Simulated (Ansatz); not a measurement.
**MgGaH₃ (SMILES [MgH][GaH2]): single points off equilibrium**

The task here is to estimate one member of a computed series from the others.

Method: single points in def2-TZVPP; program: Ansatz 0.2.0, Gaussian basis.

Cores are frozen in the correlated methods. Filled d shells of the heavier atoms are correlated. The outer core shell of Li, Na, Mg and K is correlated.

### Starting geometry

SMILES `[MgH][GaH2]`, 5 atoms, charge 0, spin multiplicity 1.

Atoms are counted from 1 here; the program's logs count them from 0.

Bond lengths: Mg1–Ga2 2.544 Å, Mg1–H3 1.648 Å, Ga2–H4 1.698 Å, Ga2–H5 1.726 Å. Angles: Ga2–Mg1–H3 137.5°, Mg1–Ga2–H4 125.2°, Mg1–Ga2–H5 128.4°, H4–Ga2–H5 97.1°.

Geometry (Å):

```xyz
5

Mg    0.1857   -1.2198    1.2283
Ga   -0.4159    0.8501   -0.1224
H     1.0139   -2.6251    0.9936
H    -1.4026    0.8648   -1.5040
H     0.6020    2.1691   -0.5716
```

The first run:

Input file run/in.yaml:

```yaml
crystal:
  periodic: [false, false, false]
  atoms:
    - {symbol: Mg, position_ang: [0.185700, -1.219800, 1.228300]}
    - {symbol: Ga, position_ang: [-0.415900, 0.850100, -0.122400]}
    - {symbol: H, position_ang: [1.013900, -2.625100, 0.993600]}
    - {symbol: H, position_ang: [-1.402600, 0.864800, -1.504000]}
    - {symbol: H, position_ang: [0.602000, 2.169100, -0.571600]}
basis:
  gaussian: {orbitals: def2-TZVPP}
correlation: {method: ccsd_t}
output: {forces: true}
```

The command line of these runs was not kept.

Steps of the session up to this table: CCSD(T)/def2-TZVPP; PBE0-D4/def2-TZVPP; wB97M-V/def2-TZVPP; r2SCAN-D4/def2-TZVPP; PBE-D4/def2-TZVPP; revPBE-D4/def2-TZVPP; SPW92/def2-TZVPP.

One table of the session follows, with a row left open; its other results are not shown here.

```
   method  RMS force component (eV/Å)  angle to CCSD(T) forces (°)  dipole (D)
  CCSD(T)                       0.803                    reference        4.00
  PBE0-D4                       0.786                          2.9        3.83
  wB97M-V                       0.807                          2.5        4.05
r2SCAN-D4                       0.786                          3.7        3.85
   PBE-D4                       0.709                          6.9        3.59
revPBE-D4                       0.704                          8.2        3.65
    SPW92                           ?                            ?           ?
```

**Question.** Estimate the row for SPW92.

The run gave: RMS force component (eV/Å): 0.725; angle to CCSD(T) forces (°): 8.4; dipole (D): 3.47. In the column «RMS force component (eV/Å)» it lies between PBE-D4 (0.709) and PBE0-D4 (0.786).
